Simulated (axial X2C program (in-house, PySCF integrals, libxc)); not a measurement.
**TeCa⁺: bond curves with and without spin–orbit coupling**

Aim: find the lowest determinant of TeCa⁺, scan the bond at several levels and fit the constants, once spin-free and once with spin–orbit coupling.

The runs use an in-house X2C program for linear molecules on PySCF integrals; all-electron X2C, Te dyall-cv3z, Ca dyall-cv3z.

All values are calculated.

### Step 1. Input

task.json reads:

```json
{
 "zs": [
  52,
  20
 ],
 "q": 1,
 "bas": [
  "dyall-cv3z",
  "dyall-cv3z"
 ],
 "levels": [
  "PBE0",
  "HF",
  "PBE50"
 ],
 "cc": true,
 "r0": 2.75,
 "thr": -1.0,
 "nmax": 90,
 "npts": 10,
 "nst": 2,
 "ntry": 6
}
```

Keys: zs atomic numbers; q charge; bas basis sets; levels methods (HF also brings MP2); cc coupled cluster on or off; r0 starting distance in Å; thr threshold in hartree for freezing inner shells (an s shell follows its p shell); nmax most natural virtual spinors; npts points asked for on the curve; nst determinants followed; ntry starts of the search.

Started as:

```bash
python so2c.py task.json out
```

Spin-free means the one-electron spin-free X2C Hamiltonian; two-component (2c) means X2C with spin–orbit coupling and atomic mean-field two-electron Coulomb and Gaunt terms. Basis: Te dyall-cv3z contracted to [11s12p8d4f1g], Ca dyall-cv3z contracted to [11s12p6d4f]; Gaussian nuclei, density fitting. Masses: Te 129.906 u, Ca 39.963 u.

Notation: σ, π±, δ± give the projection m of an orbital's angular momentum (0, ±1, ±2), α and β its spin, Λ and M_S the sums; ω is the projection of a spinor's total angular momentum and Ω the sum. Logs are in hartree.

The results follow Hamiltonian by Hamiltonian and level by level.

### Step 2. Which state to follow

Determinants are compared with PBE0 at 2.750 Å.

Spin-free determinants:

| ΔE (eV) | state | open shells |
| --- | --- | --- |
| 0.00 | M_S = 1/2, Λ = 1 | beyond closed shells: π+α, π+β, π-α |
| 0.77 | M_S = 1/2, Λ = 0 | beyond closed shells: σα |
| 2.06 | M_S = 3/2, Λ = 0 | beyond closed shells: σα, π+α, π-α |
| 2.09 | M_S = 1/2, Λ = 0 | beyond closed shells: σβ, π+α, π-α |
| 3.00 | M_S = 1/2, Λ = 0 | beyond closed shells: σα, π+β, π-α |
| 3.00 | M_S = 1/2, Λ = 2 | beyond closed shells: σα, π+α, π+β |

Two-component determinants:

```tsv
ΔE (eV)	state	open shells
0.00	Ω = 3/2	excess of +ω over −ω: ω = 3/2
0.34	Ω = 1/2	excess of +ω over −ω: ω = 1/2
2.22	Ω = 1/2	excess of +ω over −ω: 2 × ω = -1/2, ω = 3/2
2.59	Ω = 5/2	excess of +ω over −ω: 2 × ω = 1/2, ω = 3/2
2.72	Ω = 1/2	excess of +ω over −ω: ω = 1/2
3.58	Ω = 3/2	excess of +ω over −ω: 3 × ω = 1/2
3.77	Ω = 7/2	excess of +ω over −ω: ω = -1/2, ω = 3/2, ω = 5/2
```

### Step 3. PBE0, spin-free

State followed: M_S = 1/2, Λ = 1 (beyond closed shells: π+α, π+β, π-α). The scan is laid around 2.803 Å, a first estimate of the minimum, and this SCF restarts from the orbitals of the search.

The SCF at the reference distance of 2.803 Å:

```text
spin-free X2C-1e  PBE0
basis functions 229  fitting functions 972  grid points 5802
iter        total energy     max residual
   1      -7472.699985489     7.54e+00
   2      -7473.554011009     3.90e-01
   3      -7473.587785371     6.53e-02
   4      -7473.589054600     3.93e-02
   5      -7473.590075789     1.42e-02
   6      -7473.590132249     6.38e-03
   7      -7473.590202839     4.07e-03
   8      -7473.590205039     1.41e-03
   9      -7473.590205269     7.38e-05
  10      -7473.590205273     4.46e-05
  11      -7473.590205274     9.40e-06
converged
one-electron -10634.49973737  Coulomb 3177.95963752  exact exchange -52.54995048  xc functional -160.84132489  nuclear repulsion 196.34116995
```

Along the bond, energies from the lowest point:

```tsv
R (Å)	E (eV)	μ (D)	HOMO (eV)	LUMO (eV)	iterations
2.439	0.7307	11.50	-10.82	-8.87	25
2.551	0.2975	12.16	-10.56	-8.63	24
2.635	0.1136	12.65	-10.39	-8.47	19
2.719	0.0215	13.13	-10.22	-8.31	17
2.803	0.0000	13.60	-10.07	-8.17	11
2.901	0.0425	14.13	-9.91	-8.02	18
2.999	0.1379	14.63	-9.76	-7.88	17
3.125	0.3134	15.23	-9.59	-7.72	14
3.280	0.5756	15.90	-9.42	-7.55	17
3.504	0.9910	16.64	-9.24	-7.65	18
```

Dipoles are positive if Ca is the positive end and refer to the centre of mass.

Outer orbitals at the reference distance:

```json
{"symmetry": "σα", "occupied": "yes", "ε (eV)": "-20.50", "atomic character": "79% Te s, 8% Ca p, 6% Ca d"}
{"symmetry": "σβ", "occupied": "yes", "ε (eV)": "-19.57", "atomic character": "78% Te s, 8% Ca p, 6% Ca d"}
{"symmetry": "σα", "occupied": "yes", "ε (eV)": "-11.28", "atomic character": "72% Te p, 13% Ca s, 7% Ca d"}
{"symmetry": "σβ", "occupied": "yes", "ε (eV)": "-10.98", "atomic character": "71% Te p, 15% Ca s, 8% Ca d"}
{"symmetry": "π-α", "occupied": "yes", "ε (eV)": "-10.87", "atomic character": "84% Te p, 10% Ca d, 4% Ca p"}
{"symmetry": "π+α", "occupied": "yes", "ε (eV)": "-10.87", "atomic character": "84% Te p, 10% Ca d, 4% Ca p"}
{"symmetry": "π+β", "occupied": "yes", "ε (eV)": "-10.07", "atomic character": "80% Te p, 13% Ca d, 5% Ca p"}
{"symmetry": "π-β", "occupied": "no", "ε (eV)": "-8.17", "atomic character": "76% Te p, 16% Ca d, 6% Ca p"}
{"symmetry": "σα", "occupied": "no", "ε (eV)": "-7.06", "atomic character": "67% Ca s, 17% Ca p, 11% Ca d"}
{"symmetry": "σβ", "occupied": "no", "ε (eV)": "-7.06", "atomic character": "65% Ca s, 18% Ca p, 11% Ca d"}
{"symmetry": "δ-α", "occupied": "no", "ε (eV)": "-5.75", "atomic character": "99% Ca d"}
```

PBE0 fields in the half plane through the axis: z from -2.4 to 5.1 Å across, distance from the axis 0.15 to 2.25 Å upwards; Te lies at z = 0 and Ca at z = 2.803 Å; the ELF is damped to zero where the density is low.

log10 density (e/bohr³). Ten even steps from '0' (-4.96 ) to '9' (1.83 ):
```
01122233333332222211110000
11223333333333332221111100
12233344444443333322221110
22334444554444433333322211
22344555555544444554433221
23344556665555455665543221
23445567776555556776543321
23445578987655567887654322
```

ELF. Ten even steps from '0' (0.00 ) to '9' (0.87 ):
```
00001223333333210000000000
00013455555556520000000000
00135677777777510000000000
01367888888887300000000000
02578986557897202554100000
14789842323786128998520000
25799537872485179789841000
25898456865385295959951100
```

Re = 2.791 Å, ωe = 265.5 cm⁻¹, ωexe = 0.597 cm⁻¹, Be = 0.07083 cm⁻¹, De = 2.30 eV, μ = 13.53 D.

### Step 4. HF, spin-free

The SCF at the reference distance of 2.803 Å:

```text
spin-free X2C-1e  HF
basis functions 229  fitting functions 972  grid points 5802
iter        total energy     max residual
   1      -7470.398731822     3.44e-01
   2      -7470.427689953     6.83e-03
   3      -7470.428903020     1.26e-02
   4      -7470.429034648     1.84e-03
   5      -7470.429052011     1.14e-03
   6      -7470.429054914     3.39e-04
   7      -7470.429055876     1.21e-04
   8      -7470.429056094     1.04e-04
   9      -7470.429056167     2.95e-05
  10      -7470.429056179     1.28e-05
  11      -7470.429056182     9.37e-06
  12      -7470.429056183     2.68e-06
converged
one-electron -10633.43400643  Coulomb 3176.93716682  exact exchange -210.27338652  xc functional 0.00000000  nuclear repulsion 196.34116995
```

No constants are quoted: the solution changes its character somewhere along the scan, so the fit is set aside.

### Step 5. PBE50, spin-free

Output at 2.803 Å:

```text
spin-free X2C-1e  PBE50
basis functions 229  fitting functions 972  grid points 5802
iter        total energy     max residual
   1      -7473.710768057     1.18e-01
   2      -7473.714463307     3.24e-03
   3      -7473.714616231     1.34e-02
   4      -7473.714747585     5.91e-04
   5      -7473.714749350     4.73e-04
   6      -7473.714750350     4.29e-05
   7      -7473.714750369     2.90e-05
   8      -7473.714750377     4.15e-06
converged
one-electron -10634.79203901  Coulomb 3178.28296335  exact exchange -105.12425498  xc functional -108.42258968  nuclear repulsion 196.34116995
```

Re = 2.789 Å, ωe = 271.0 cm⁻¹, ωexe = 0.576 cm⁻¹, Be = 0.07094 cm⁻¹, De = 2.16 eV, μ = 14.27 D.

### Step 6. Correlated methods, spin-free

Correlated methods: 7 electrons correlated (frozen shells, counted by type: Te 4 s, 3 p, 2 d; Ca 3 s, 2 p), 301 virtual spinors in MP2, 84 natural virtuals in coupled cluster.

Output of the correlated part at 2.803 Å:

```text
correlated 7  virtual 301  natural virtual 84  E(MP2) -0.122498855  MP2 remainder -0.002195361
iter   CCSD correlation   residual
   1     -0.133166372   8.99e-02
   2     -0.137125253   3.21e-02
   3     -0.137644991   1.17e-02
   4     -0.137703827   5.34e-03
   5     -0.137715169   2.17e-03
   6     -0.137713613   7.84e-04
   7     -0.137716124   2.73e-04
   8     -0.137716457   8.83e-05
   9     -0.137716156   2.79e-05
  10     -0.137716217   9.11e-06
  11     -0.137716210   3.09e-06
(T) -0.006146443  T1 0.0163  D1 0.0245  max T2 0.048
```

T1 in the output is the amplitude norm over the root of the electron number; divide by √2 for the Lee–Taylor value.

MP2: No constants are quoted: the reference changes its character somewhere along the scan, so the fit is set aside.

CCSD: No constants are quoted: the reference changes its character somewhere along the scan, so the fit is set aside.

CCSD(T): No constants are quoted: the reference changes its character somewhere along the scan, so the fit is set aside.

### Step 7. A higher determinant, spin-free

State: M_S = 1/2, Λ = 0 (beyond closed shells: σα).

Output at the reference distance:

```text
spin-free X2C-1e  PBE0
basis functions 229  fitting functions 972  grid points 5802
iter        total energy     max residual
   1      -7472.690690340     8.01e+00
   2      -7473.530376118     3.83e-01
   3      -7473.558074754     4.70e-02
   4      -7473.558817868     4.25e-02
   5      -7473.559792913     1.81e-02
   6      -7473.559922252     1.20e-02
   7      -7473.559951797     3.93e-03
   8      -7473.559953305     4.37e-04
   9      -7473.559953347     1.44e-04
  10      -7473.559953358     5.98e-05
  11      -7473.559953358     1.38e-05
converged
one-electron -10634.14505921  Coulomb 3177.63280996  exact exchange -52.54834397  xc functional -160.84053009  nuclear repulsion 196.34116995
```

```tsv
R (Å)	E above the lowest PBE0 point (eV)
2.439	1.007
2.551	0.795
2.635	0.743
2.719	0.758
2.803	0.823
2.901	0.946
2.999	1.104
3.125	1.339
3.280	1.652
```

Re = 2.655 Å, ωe = 280.5 cm⁻¹, ωexe = 0.644 cm⁻¹, Be = 0.07825 cm⁻¹, μ = 12.84 D. Te = 0.74 eV.

### Step 8. The spin-free curves together

Energy (eV) of the followed determinant, spin-free, from each level's lowest point:

```tsv
R (Å)	PBE0	HF (jumps)	MP2 (its reference jumps)	CCSD (its reference jumps)	CCSD(T) (its reference jumps)	PBE50
2.439	0.731	1.081	1.082	n/a	n/a	0.747
2.551	0.297	0.516	0.521	0.518	0.525	0.303
2.635	0.114	0.251	0.256	0.255	0.261	0.115
2.719	0.021	0.091	0.095	0.094	0.099	0.021
2.803	0.000	0.012	0.015	0.015	0.017	0.000
2.901	0.042	0.000	0.000	0.000	0.000	0.046
2.999	0.138	0.052	0.049	0.048	0.046	0.146
3.125	0.313	0.184	0.178	0.174	0.169	0.331
3.280	0.576	0.405	0.417	n/a	n/a	0.608
3.504	0.991	0.664	1.038	n/a	n/a	1.045
```

### Step 9. PBE0, 2c

State followed: Ω = 3/2 (excess of +ω over −ω: ω = 3/2). The scan is laid around 2.803 Å, a first estimate of the minimum, and this SCF restarts from the orbitals of the search.

The SCF at the reference distance of 2.803 Å:

```text
two-component X2C + atomic mean field  PBE0
basis functions 229  fitting functions 972  grid points 5802
iter        total energy     max residual
   1      -7469.716410084     6.52e+00
   2      -7470.574470942     3.38e-01
   3      -7470.608406204     5.47e-02
   4      -7470.609744725     3.60e-02
   5      -7470.610848115     1.17e-02
   6      -7470.610915032     5.91e-03
   7      -7470.610987101     3.40e-03
   8      -7470.610989618     1.13e-03
   9      -7470.610989897     6.70e-05
  10      -7470.610989902     2.88e-05
  11      -7470.610989904     1.02e-05
converged
one-electron -10625.89519749  Coulomb 3176.40240021  exact exchange -52.52082010  xc functional -160.75715818  nuclear repulsion 196.34116995  atomic mean-field constant -4.18138430
```

Along the bond, energies from the lowest point:

```tsv
R (Å)	E (eV)	μ (D)	HOMO (eV)	LUMO (eV)	iterations
2.439	0.7401	11.47	-10.86	-8.66	25
2.551	0.3052	12.13	-10.65	-8.42	26
2.635	0.1194	12.60	-10.50	-8.26	20
2.719	0.0247	13.07	-10.35	-8.11	17
2.803	0.0000	13.52	-10.21	-7.97	11
2.901	0.0380	14.02	-10.06	-7.82	19
2.999	0.1281	14.49	-9.92	-7.69	17
3.125	0.2953	15.04	-9.77	-7.54	17
3.280	0.5447	15.60	-9.62	-7.46	17
3.504	0.9363	16.17	-9.46	-7.61	21
```

Dipoles are positive if Ca is the positive end and refer to the centre of mass.

Outer spinors at the reference distance:

| ω | occupied | ε (eV) | atomic character | λ mixture |
| --- | --- | --- | --- | --- |
| 1/2 | yes | -20.45 | 79% Te s, 8% Ca p, 6% Ca d | 100% σ |
| -1/2 | yes | -19.56 | 79% Te s, 8% Ca p, 6% Ca d | 100% σ |
| 1/2 | yes | -11.37 | 74% Te p, 12% Ca s, 7% Ca d | 91% σ, 9% π |
| -1/2 | yes | -11.37 | 81% Te p, 8% Ca d, 5% Ca s | 59% π, 41% σ |
| -1/2 | yes | -10.70 | 74% Te p, 10% Ca s, 9% Ca d | 59% σ, 41% π |
| 3/2 | yes | -10.60 | 82% Te p, 11% Ca d, 5% Ca p | 100% π |
| 1/2 | yes | -10.21 | 79% Te p, 11% Ca d, 5% Ca p | 91% π, 9% σ |
| -3/2 | no | -7.97 | 74% Te p, 17% Ca d, 6% Ca p | 100% π |
| 1/2 | no | -7.07 | 66% Ca s, 17% Ca p, 11% Ca d | 100% σ |
| -1/2 | no | -7.06 | 64% Ca s, 18% Ca p, 11% Ca d | 100% σ |
| -3/2 | no | -5.77 | 99% Ca d | 100% δ |

PBE0 fields in the half plane through the axis: z from -2.4 to 5.1 Å across, distance from the axis 0.15 to 2.25 Å upwards; Te lies at z = 0 and Ca at z = 2.803 Å; the ELF is damped to zero where the density is low.

log10 density (e/bohr³). Ten even steps from ' ' (-4.91 ) to '@' (1.83 ):
```
  ....::::::::----------::::::::::..........        
....::::----------------------::::::::..........    
..::::------==============--------::::::::::......  
..::----========++============------------::::::....
::::--======++++++++++++==========++++====--::::....
::----====++++******++++++====++++****++++==--::::..
::----==++++**######**++++++++++**####**++==----::..
::--====++++##%%@@%%##++++++++**##%%%%##**++==--::::
```

ELF. Ten even steps from '0' (0.00 ) to '9' (0.87 ):
```
00001223333333210000000000
00013455555556520000000000
00135677777777510000000000
01367888888887300000000000
02578986557897202554100000
14789843323786128998520000
25799537872485179789841000
25898456865385295959952110
```

Re = 2.796 Å, ωe = 261.9 cm⁻¹, ωexe = 0.631 cm⁻¹, Be = 0.07057 cm⁻¹, De = 2.25 eV, μ = 13.48 D.

### Step 10. HF, 2c

The SCF at the reference distance of 2.803 Å:

```text
two-component X2C + atomic mean field  HF
basis functions 229  fitting functions 972  grid points 5802
iter        total energy     max residual
   1      -7467.416292014     3.98e-01
   2      -7467.445075017     6.81e-03
   3      -7467.446276016     1.44e-02
   4      -7467.446407822     1.95e-03
   5      -7467.446425943     1.34e-03
   6      -7467.446429218     4.35e-04
   7      -7467.446430337     1.37e-04
   8      -7467.446430582     1.24e-04
   9      -7467.446430668     3.16e-05
  10      -7467.446430683     1.03e-05
  11      -7467.446430688     1.21e-05
  12      -7467.446430689     2.65e-06
converged
one-electron -10624.83380991  Coulomb 3175.38403271  exact exchange -210.15643915  xc functional 0.00000000  nuclear repulsion 196.34116995  atomic mean-field constant -4.18138430
```

No constants are quoted: the solution changes its character somewhere along the scan, so the fit is set aside.

### Step 11. PBE50, 2c

Output at 2.803 Å:

```text
two-component X2C + atomic mean field  PBE50
basis functions 229  fitting functions 972  grid points 5802
iter        total energy     max residual
   1      -7470.730368083     1.36e-01
   2      -7470.734048794     3.04e-03
   3      -7470.734200127     1.52e-02
   4      -7470.734329098     5.70e-04
   5      -7470.734330911     5.41e-04
   6      -7470.734331909     4.42e-05
   7      -7470.734331937     2.99e-05
   8      -7470.734331948     4.26e-06
   9      -7470.734331949     2.15e-06
converged
one-electron -10626.19462009  Coulomb 3176.73300008  exact exchange -105.06601147  xc functional -108.36648613  nuclear repulsion 196.34116995  atomic mean-field constant -4.18138430
```

Re = 2.793 Å, ωe = 267.7 cm⁻¹, ωexe = 0.604 cm⁻¹, Be = 0.0707 cm⁻¹, De = 2.11 eV, μ = 14.23 D.

### Step 12. Correlated methods, 2c

Correlated methods: 7 electrons correlated (frozen shells, counted by type: Te 4 s, 3 p, 2 d; Ca 3 s, 2 p), 301 virtual spinors in MP2, 84 natural virtuals in coupled cluster.

Output of the correlated part at 2.803 Å:

```text
correlated 7  virtual 301  natural virtual 84  E(MP2) -0.121937531  MP2 remainder -0.002195903
iter   CCSD correlation   residual
   1     -0.132579963   8.90e-02
   2     -0.136496042   3.14e-02
   3     -0.136982744   1.10e-02
   4     -0.137032411   4.82e-03
   5     -0.137039592   1.85e-03
   6     -0.137037892   6.66e-04
   7     -0.137040123   2.38e-04
   8     -0.137040414   7.88e-05
   9     -0.137040167   2.60e-05
  10     -0.137040241   8.87e-06
  11     -0.137040245   3.32e-06
(T) -0.006031463  T1 0.0156  D1 0.0233  max T2 0.048
```

MP2: No constants are quoted: the reference changes its character somewhere along the scan, so the fit is set aside.

CCSD: No constants are quoted: the reference changes its character somewhere along the scan, so the fit is set aside.

CCSD(T): No constants are quoted: the reference changes its character somewhere along the scan, so the fit is set aside.

### Step 13. A higher determinant, 2c

State: Ω = 1/2 (excess of +ω over −ω: ω = 1/2).

Output at the reference distance:

```text
two-component X2C + atomic mean field  PBE0
basis functions 229  fitting functions 972  grid points 5802
iter        total energy     max residual
   1      -7469.707174324     6.61e+00
   2      -7470.563301803     3.36e-01
   3      -7470.596109805     5.48e-02
   4      -7470.597352440     3.27e-02
   5      -7470.598201267     1.21e-02
   6      -7470.598243478     5.63e-03
   7      -7470.598315929     3.62e-03
   8      -7470.598318567     1.31e-03
   9      -7470.598319040     2.02e-04
  10      -7470.598319291     3.26e-04
  11      -7470.598319387     1.67e-04
  12      -7470.598319396     4.83e-05
  13      -7470.598319397     3.12e-06
converged
one-electron -10625.72172398  Coulomb 3176.23748107  exact exchange -52.51987129  xc functional -160.75399085  nuclear repulsion 196.34116995  atomic mean-field constant -4.18138430
```

```tsv
R (Å)	E above the lowest PBE0 point (eV)
2.439	0.950
2.551	0.588
2.635	0.431
2.719	0.355
2.803	0.345
2.901	0.396
2.999	0.497
3.125	0.677
3.280	0.942
```

Re = 2.776 Å, ωe = 263.1 cm⁻¹, ωexe = 0.641 cm⁻¹, Be = 0.07159 cm⁻¹, μ = 13.45 D. Te = 0.34 eV.

### Step 14. The 2c curves together

Energy (eV) of the followed determinant, 2c, from each level's lowest point:

```tsv
R (Å)	PBE0	HF (jumps)	MP2 (its reference jumps)	CCSD (its reference jumps)	CCSD(T) (its reference jumps)	PBE50
2.439	0.740	1.092	1.093	n/a	n/a	0.756
2.551	0.305	0.527	0.530	0.528	0.535	0.310
2.635	0.119	0.260	0.264	0.263	0.269	0.120
2.719	0.025	0.097	0.101	0.101	0.105	0.024
2.803	0.000	0.016	0.018	0.018	0.021	0.000
2.901	0.038	0.000	0.000	0.000	0.000	0.041
2.999	0.128	0.047	0.044	0.044	0.042	0.137
3.125	0.295	0.173	0.167	0.163	0.158	0.315
3.280	0.545	0.383	0.405	n/a	n/a	0.580
3.504	0.936	0.591	1.033	n/a	n/a	0.998
```

Time for the job: 3 min (1 thread of AMD EPYC 7B13 (Zen 3), shared host); peak memory 0.55 GiB.

### Step 15. Constants

Lowest determinant that the search found at its distance, spin-free: M_S = 1/2, Λ = 1 (beyond closed shells: π+α, π+β, π-α).

Lowest determinant that the search found at its distance, 2c: Ω = 3/2 (excess of +ω over −ω: ω = 3/2).

```
Hamiltonian  level  Re (Å)  ωe (cm⁻¹)  De (eV)  μ (D)
  spin-free   PBE0   2.791      265.5     2.30  13.53
  spin-free  PBE50   2.789      271.0     2.16  14.27
         2c   PBE0   2.796      261.9     2.25  13.48
         2c  PBE50   2.793      267.7     2.11  14.23
```

Dipoles are positive if Ca is the positive end and refer to the centre of mass. No constants: spin-free HF (the solution changes its character somewhere along the scan, so the fit is set aside); spin-free MP2 (the reference changes its character somewhere along the scan, so the fit is set aside); spin-free CCSD (the reference changes its character somewhere along the scan, so the fit is set aside); spin-free CCSD(T) (the reference changes its character somewhere along the scan, so the fit is set aside); 2c HF (the solution changes its character somewhere along the scan, so the fit is set aside); 2c MP2 (the reference changes its character somewhere along the scan, so the fit is set aside); 2c CCSD (the reference changes its character somewhere along the scan, so the fit is set aside); 2c CCSD(T) (the reference changes its character somewhere along the scan, so the fit is set aside).

Time per point (s) on 1 thread of AMD EPYC 7B13 (Zen 3), shared host (2c runs); the times are rough: PBE0 1.8, PBE50 1.7.

In words: At PBE0, going from spin-free to two-component changes Re by +5 mÅ, ωe by -1.4 %, which is small (part of it comes from the scalar share of the two-electron terms). De moves by -0.04 eV; both De rest on single-determinant atoms, which can miss part of an open shell's spin–orbit lowering.

De refers to Te + Ca+, each in the lowest determinant found, which need not be this curve's own limit. Each curve is one determinant whose occupation by symmetry is held fixed; it was picked as the lowest of a PBE0 search that is not exhaustive. De is counted from the lowest determinant-based energies of the atoms at the same level, without counterpoise correction. Density functionals use the spin component along the axis (collinear).
